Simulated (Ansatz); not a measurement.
# BF3: harmonic frequencies at the relaxed geometry

At which frequencies does BF3 vibrate? A script is to give harmonic frequencies at the relaxed geometry; the system is BF3.

Computed with Ansatz 0.2.0, driven from Python. Level of theory: B3LYP+D3(BJ)/def2-SVP.

### Step 1. The structure

Bond lengths: F1–B2 1.470 Å, B2–F3 1.449 Å, B2–F4 1.439 Å. Angles: F1–B2–F3 119.1°, F1–B2–F4 120.4°, F3–B2–F4 120.4°.

No structure file is read: the coordinates are typed or built in the script.

### Step 2. The code

Input file bf3_freq.py:

```python
"""Harmonic frequencies of BF3 at its relaxed geometry."""

import ansatz as az
import numpy as np


def main() -> None:
    system = (
        az.Crystal.molecule()
        .atom("F", (0.6264, 0.215, 1.3015))
        .atom("B", (-0.0088, -0.0091, -0.0054))
        .atom("F", (-0.2727, -1.3665, -0.4384))
        .atom("F", (-0.2894, 1.1003, -0.8779))
    )

    setup = (
        system.calculation()
        .basis(gaussian="def2-SVP")
        .functional("b3lyp", dispersion="d3bj")
    )
    symbols = [site.symbol for site in system.cartesian_sites]
    start = np.array([site.position_ang for site in system.cartesian_sites], dtype=float)
    r = setup.relax(force_tolerance=0.003).run().report
    end = np.array(r["positions_ang"])

    print("final positions (A) and the move of each atom")
    for symbol, xyz, old in zip(symbols, end, start):
        print(f"{symbol:2s} {xyz[0]:10.5f} {xyz[1]:10.5f} {xyz[2]:10.5f}   {np.linalg.norm(xyz - old):7.4f}")

    # frequencies need a stationary point, so they are taken at the relaxed geometry
    minimum = az.Crystal.molecule()
    for symbol, xyz in zip(symbols, end):
        minimum = minimum.atom(symbol, xyz.tolist())
    vibrating = minimum.calculation()
    vibrating = vibrating.basis(gaussian="def2-SVP")
    vibrating = vibrating.functional("b3lyp", dispersion="d3bj")
    vibrating = vibrating.phonons(temperatures=(298.15, 498.15, 100))
    vib = vibrating.run().report["vibrations"]
    sums = vib["harmonic_sums"]
    modes = [m["omega_inv_cm"] for m in sums["modes_at_gamma"] if m["rigid_motion"] == "no"]
    print("frequencies (1/cm):", " ".join(f"{w:.0f}" for w in modes))
    print("imaginary modes:", sum(w < 0 for w in modes), " zero-point energy:", round(sums["zero_point_energy_ev"], 4), "eV")
    print("T (K)   F_vib (eV)   S_vib (meV/K)   C_vib (meV/K)")
    for row in zip(sums["temperatures_k"], sums["vibrational_free_energy_ev"], vib["entropy_ev_per_k"], vib["heat_capacity_ev_per_k"]):
        print(f"{row[0]:6.1f} {row[1]:11.4f} {1000 * row[2]:13.4f} {1000 * row[3]:15.4f}")


if __name__ == "__main__":
    main()
```

### Step 3. The input behind the calls

The package turns the script's settings into the engine's input (first run):

```yaml
crystal:
  periodic: [false, false, false]
  atoms:
    - { symbol: F, position_ang: [0.6264, 0.215, 1.3015] }
    - { symbol: B, position_ang: [-0.0088, -0.0091, -0.0054] }
    - { symbol: F, position_ang: [-0.2727, -1.3665, -0.4384] }
    - { symbol: F, position_ang: [-0.2894, 1.1003, -0.8779] }
basis:
  gaussian:
    orbitals: def2-SVP
hamiltonian:
  xc: b3lyp
  dispersion: d3bj
relax:
  f_tol: 0.003
```

### Step 4. Launch

Command:

```bash
> python bf3_freq.py
```

Q: Predict the main results. Wanted: moves of the relaxation of run 1; energy gained in run 1; last largest force component of run 1; highest frequency; imaginary modes; zero-point energy.

As calculated:

```
                             quantity        value
                        runs compared            2
     moves of the relaxation of run 1            4
               energy gained in run 1     1.230 eV
last largest force component of run 1  0.0018 eV/Å
                    highest frequency    1498 cm⁻¹
                      imaginary modes            0
                    zero-point energy     0.343 eV
```

In words: Run 1: The relaxation took 4 moves; the largest shift is 0.148 Å, of atom 1 (F). All frequencies are real, so the geometry is a minimum. The values are harmonic; measured fundamentals also hold anharmonic shifts, mostly downward for stretches. What to keep in mind:
- The frequencies are harmonic and unscaled, in a modest basis. The result belongs to the one conformer reached from this start, and soft torsions count as harmonic oscillators.
- b3lyp holds the VWN-RPA fit, as in Gaussian; the form of ORCA and Turbomole is b3lyp5.
